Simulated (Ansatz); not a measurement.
# Li (bcc type): the cost of one run

Computed with Ansatz 0.2.0 (DFT, PBEsol, PAW with Ansatz's default frozen-core files, scalar-relativistic, unless a step's input says otherwise).

### 1 Starting point

It takes space group Im-3m (No. 229, cubic). The conventional cell has a = 3.430 Å, b = 3.430 Å, c = 3.430 Å, α = 90.00°, β = 90.00°, γ = 90.00°. Li (site symmetry m-3m) is surrounded by 8 Li at 2.97 Å.

As a file:

```cif
data_structure
_symmetry_space_group_name_H-M 'P 1'
_symmetry_Int_Tables_number 1
_cell_length_a 2.9702
_cell_length_b 2.9702
_cell_length_c 2.9702
_cell_angle_alpha 109.471
_cell_angle_beta 109.471
_cell_angle_gamma 109.471
_cell_volume 20.17
loop_
_atom_site_label
_atom_site_type_symbol
_atom_site_fract_x
_atom_site_fract_y
_atom_site_fract_z
_atom_site_occupancy
Li1 Li 0.00000 0.00000 0.00000 1
```

Whether this phase is the stable one at these pressures isn't tested.

### 2 Cell relaxed at zero pressure, PAW

The input, input.yaml:

```yaml
crystal:
  lattice:
    - [-1.7148638923, 1.7148638923, 1.7148638923]
    - [1.7148638923, -1.7148638923, 1.7148638923]
    - [1.7148638923, 1.7148638923, -1.7148638923]
  atoms:
    - { symbol: Li, position: [0.0, 0.0, 0.0] }
kpoints:
  mp_grid: { grid: [16, 16, 16] }
scf:
  occupations: { method: fermi_dirac, width: 0.08 }
hamiltonian:
  xc: pbesol
  pseudopotentials: { kind: paw }
output:
  forces: true
  stress: true
relax:
  f_tol: 0.005
  max_steps: 40
  cell: {}
```

Command:

```console
ansatz run input.yaml --threads 1 --pin off --max-ram 2048MiB --backend cpu --events-out ev --progress --plain --runs-dir out
```

Q: Estimate wall time and peak memory on 1 thread of Arm Neoverse N1, shared host.

About 5.1 s, with a peak of 0.27 GiB.
